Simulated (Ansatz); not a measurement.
**F₂GaHSe: how energies converge with the basis set**

Aim: see how fast density functionals converge with the basis set for F₂GaHSe.

Program: Ansatz 0.2.0, Gaussian basis. Level of theory: one geometry, several basis sets. These are calculated values, not measurements.

The runs, in order: PBE0-D4/def2-SVP; ωB97M-V/def2-SVP; PBE0-D4/def2-QZVPP; ωB97M-V/def2-QZVPP; the functionals' def2-TZVPP values are taken from earlier runs.

## (1) Structure used throughout

An earlier PBE0-D4 in a triple-zeta def2 set relaxation fixed the geometry.

SMILES `[F][Ga]([F])[SeH]`, 5 atoms, charge 0, spin multiplicity 1.

Atoms are counted from 1 here; the program's logs count them from 0.

Bond lengths: F1–Ga2 1.738 Å, Ga2–F3 1.740 Å, Ga2–Se4 2.287 Å, Se4–H5 1.470 Å. Angles: F1–Ga2–F3 114.8°, F1–Ga2–Se4 122.2°, F3–Ga2–Se4 123.1°, Ga2–Se4–H5 89.9°.

Coordinates:

```
F    -0.1978   -1.5244    1.7040
Ga    0.1859   -0.4044    0.4311
F     1.8877   -0.1732    0.1524
Se   -1.4328    0.6724   -0.7728
H    -0.3931    1.3561   -1.5561
```

## (2) PBE0-D4 in def2-SVP

in.yaml

```yaml
crystal:
  periodic: [false, false, false]
  atoms:
    - {symbol: F, position_ang: [-0.197808, -1.524425, 1.703966]}
    - {symbol: Ga, position_ang: [0.185880, -0.404359, 0.431150]}
    - {symbol: F, position_ang: [1.887728, -0.173248, 0.152387]}
    - {symbol: Se, position_ang: [-1.432795, 0.672358, -0.772811]}
    - {symbol: H, position_ang: [-0.393105, 1.356074, -1.556091]}
basis:
  gaussian: {orbitals: def2-SVP}
hamiltonian: {xc: pbe0, dispersion: d4}
output: {orbitals: {seedname: orbitals}}
```

Started as:

```
ansatz run in.yaml --threads 2 --pin off --events-out ev --progress --plain --max-ram 32768MiB --backend cpu
```

The runs that follow: ωB97M-V in def2-SVP; PBE0-D4 in def2-QZVPP; ωB97M-V in def2-QZVPP.

**Question.** What will the summary of the whole plan be? Wanted: PBE0-D4: double and triple zeta above quadruple; ωB97M-V: double and triple zeta above quadruple.

The runs gave:

```
                                       quantity           value
PBE0-D4: double and triple zeta above quadruple  24.50, 2.89 eV
ωB97M-V: double and triple zeta above quadruple  24.45, 2.78 eV
```

**Reading.** PBE0-D4 gains 21.61 eV from double to triple zeta, then 2.89 eV more. These are total energies; as a rule much of such shifts cancels in differences, which this series doesn't test.
